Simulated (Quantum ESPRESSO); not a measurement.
Crystal: HfMoC2.

```
Hf Mo C
1.0
     3.19142    0.00000    0.00000
     0.00000    3.19142    0.00000
     0.00000    0.00000    4.48516
Hf Mo C
1 1 2
Direct
  0.00000 0.00000 0.00000
  0.50000 0.50000 0.50000
  0.50000 0.50000 0.00000
  0.00000 0.00000 0.50000
```

The cell comes from a database or a generator and needn't be the stable form of this composition.

Base run:

```yaml
Program: Quantum ESPRESSO 7.5
Functional: PBE
Potentials_or_basis: SSSP 1.3 efficiency PBE
Cutoff: 816 eV
Density_cutoff: 5987 eV
k_mesh: 8 × 8 × 6
Occupations: fermi-dirac, width 0.05 eV
Spin: no spin polarisation
```

Its results: band gap on the k mesh none (metal or under the smearing width); pressure -1.0 GPa.

Q: The run is repeated on the same cell with these changes: functional from PBE to PBEsol; potentials or basis from SSSP 1.3 efficiency PBE to GBRV 1.5 PBEsol; cutoff from 816 eV to 612 eV; density cutoff from 5987 eV to 4898 eV. What comes out?

A: Band gap on the k mesh none (metal or under the smearing width); pressure -9.0 GPa.

Not every run made on this cell is shown here.
